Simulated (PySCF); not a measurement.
# [OsO3(H2O)2]2+: other functionals and bases at one geometry

Aim: see how levels, charges and forces of [OsO3(H2O)2]2+ depend on the level of theory. It is a constructed species; whether it can be made isn't addressed.

Computed with PySCF 2.14.0. Level: several levels, as the steps say, no spin–orbit coupling.

## 1. Starting geometry

10 atoms, charge 2, spin multiplicity 1.

Bond lengths: Os1–O2 1.708 Å, Os1–O3 1.716 Å, Os1–O4 1.718 Å, Os1–O5 2.069 Å, Os1–O8 2.069 Å, O5–H6 0.997 Å, O5–H7 0.997 Å, O8–H9 0.997 Å, O8–H10 0.997 Å. Angles: O2–Os1–O3 117.3°, O2–Os1–O4 118.3°, O2–Os1–O5 93.7°, O2–Os1–O8 93.7°, O3–Os1–O4 124.4°, O3–Os1–O5 88.6°, O3–Os1–O8 88.6°, O4–Os1–O5 87.9°, O4–Os1–O8 87.9°, O5–Os1–O8 172.5°, Os1–O5–H6 123.7°, Os1–O5–H7 124.0°, H6–O5–H7 110.9°, Os1–O8–H9 124.0°, Os1–O8–H10 123.7°, H9–O8–H10 110.9°.

Coordinates:

```
Os    0.0284    0.0000    0.0334
O    -0.7723    0.0000    1.5426
O    -0.9502    0.0000   -1.3767
O     1.7460    0.0000    0.0241
O     0.1031    2.0649   -0.0793
H     0.8375    2.6136    0.3119
H    -0.6728    2.6381   -0.3309
O     0.1031   -2.0649   -0.0793
H    -0.6728   -2.6381   -0.3309
H     0.8375   -2.6136    0.3119
```

Formal oxidation states: Os +8. An earlier session relaxed this geometry at BP86, Os def2-SVP with ECP60, O def2-SVP, H def2-SVP (singlet, point group Cs).

At BP86 on the finer grid: E = -468.302512 Eh, HOMO -19.95 eV, LUMO -17.37 eV, Mulliken charge on Os1 +1.28 e, largest force component 0.032 eV/Å. 

Levels to run: M06-L; BLYP; TPSS; CAM-B3LYP; BP86, TZVP; BP86, x2c-SVP. Hardware: 2 threads of Arm Neoverse V1, shared host.

## 2. M06-L

Input file run.py (the lines that set the calculation):

```python
mol = gto.M(atom='''
Os     0.02835     0.00000     0.03343
O     -0.77232     0.00000     1.54262
O     -0.95016     0.00000    -1.37669
O      1.74604     0.00000     0.02406
O      0.10310     2.06492    -0.07928
H      0.83753     2.61364     0.31193
H     -0.67281     2.63807    -0.33092
O      0.10310    -2.06492    -0.07928
H     -0.67281    -2.63807    -0.33092
H      0.83753    -2.61364     0.31193''',
    basis={'Os': 'def2-SVP', 'O': 'def2-SVP', 'H': 'def2-SVP'},
    ecp={'Os': 'def2-SVP'},
    charge=2, spin=0)
mf = dft.RKS(mol, xc='M06L')
mf.grids.atom_grid = (75, 302)
mf = mf.density_fit()  # fitting sets: Os def2-universal-JKFIT, O def2-universal-JKFIT, H def2-universal-JKFIT
mf.conv_tol = 1e-08; mf.max_cycle = 55
mf.kernel(dm0)  # dm0: the density of the relaxed state
```

Started as:

```
OMP_NUM_THREADS=2 python run.py
```

## 3. BLYP

run.py (the lines that set the calculation): that of step 2 with these lines changed.

```diff
@@ -14,3 +14,3 @@
     charge=2, spin=0)
-mf = dft.RKS(mol, xc='M06L')
+mf = dft.RKS(mol, xc='BLYP')
 mf.grids.atom_grid = (75, 302)
```

## 4. TPSS

run.py (the lines that set the calculation): that of step 3 with these lines changed.

```diff
@@ -14,3 +14,3 @@
     charge=2, spin=0)
-mf = dft.RKS(mol, xc='BLYP')
+mf = dft.RKS(mol, xc='TPSS')
 mf.grids.atom_grid = (75, 302)
```

## 5. CAM-B3LYP

run.py (the lines that set the calculation): that of step 4 with these lines changed.

```diff
@@ -14,3 +14,3 @@
     charge=2, spin=0)
-mf = dft.RKS(mol, xc='TPSS')
+mf = dft.RKS(mol, xc='CAMB3LYP')
 mf.grids.atom_grid = (75, 302)
```

## 6. BP86, TZVP

Basis: Os def2-TZVP with ECP60, O def2-TZVP, H def2-TZVP. 

run.py (the lines that set the calculation): that of step 5 with these lines changed.

```diff
@@ -11,6 +11,6 @@
 H      0.83753    -2.61364     0.31193''',
-    basis={'Os': 'def2-SVP', 'O': 'def2-SVP', 'H': 'def2-SVP'},
-    ecp={'Os': 'def2-SVP'},
+    basis={'Os': 'def2-TZVP', 'O': 'def2-TZVP', 'H': 'def2-TZVP'},
+    ecp={'Os': 'def2-TZVP'},
     charge=2, spin=0)
-mf = dft.RKS(mol, xc='CAMB3LYP')
+mf = dft.RKS(mol, xc='B88,P86')
 mf.grids.atom_grid = (75, 302)
@@ -18,2 +18,2 @@
 mf.conv_tol = 1e-08; mf.max_cycle = 55
-mf.kernel(dm0)  # dm0: the density of the relaxed state
+mf.kernel(dm0)  # dm0: free metal ions and neutral atoms
```

## 7. BP86, x2c-SVP

Basis: Os x2c-SVPall, O x2c-SVPall, H x2c-SVPall. All electrons are treated, with the spin-free X2C Hamiltonian.

run.py (the lines that set the calculation): that of step 6 with these lines changed.

```diff
@@ -11,8 +11,9 @@
 H      0.83753    -2.61364     0.31193''',
-    basis={'Os': 'def2-TZVP', 'O': 'def2-TZVP', 'H': 'def2-TZVP'},
-    ecp={'Os': 'def2-TZVP'},
+    basis={'Os': 'x2c-SVPall', 'O': 'x2c-SVPall', 'H': 'x2c-SVPall'},
+    nucmod='G',
     charge=2, spin=0)
 mf = dft.RKS(mol, xc='B88,P86')
-mf.grids.atom_grid = (75, 302)
-mf = mf.density_fit()  # fitting sets: Os def2-universal-JKFIT, O def2-universal-JKFIT, H def2-universal-JKFIT
+mf.grids.atom_grid = (99, 590)
+mf = mf.density_fit()  # fitting sets: Os AutoAux, O AutoAux, H AutoAux
+mf = mf.sfx2c1e()
 mf.conv_tol = 1e-08; mf.max_cycle = 55
```

What does the calculation give? Wanted: for each run, HOMO; gap; charge on Os1; dipole; largest force.

As calculated:

| level | state | HOMO (eV) | gap (eV) | charge on Os1 (e) | dipole (D) | largest force (eV/Å) | basis functions | time |
| --- | --- | --- | --- | --- | --- | --- | --- | --- |
| BP86 (relaxed here) | singlet | -19.95 | 2.58 | 1.28 | 0.23 | 0.03 | 122 | 21 s |
| M06-L | singlet | -20.43 | 2.96 | 1.64 | 0.27 | 0.84 | 122 | 14 s |
| BLYP | singlet | -19.68 | 2.56 | 1.28 | 0.23 | 0.50 | 122 | 8.7 s |
| TPSS | singlet | -20.00 | 2.74 | 1.38 | 0.23 | 0.15 | 122 | 14 s |
| CAM-B3LYP | singlet | -22.81 | 7.21 | 1.41 | 0.29 | 2.17 | 122 | 11 s |
| BP86, TZVP | singlet | -19.77 | 2.60 | 1.48 | 0.22 | 0.32 | 219 | 27 s |
| BP86, x2c-SVP | singlet | -20.07 | 2.49 | 1.03 | 0.23 | 0.71 | 156 | 61 s |

Times are on 2 threads of Arm Neoverse V1, shared host; the first row also made further properties. The dipole of a charged species depends on the origin, so these sizes hold for this origin alone.

In one basis the HOMO–LUMO gap runs from 2.56 eV (BLYP) to 7.21 eV (CAM-B3LYP); the widest gap comes with exact exchange. The largest leftover force, 2.17 eV/Å with CAM-B3LYP, stands at a geometry relaxed at another level. The Mulliken charge on Os spans +1.03 to +1.64 e over the levels. Total energies of different levels can't be compared. Spin–orbit coupling is left out throughout.
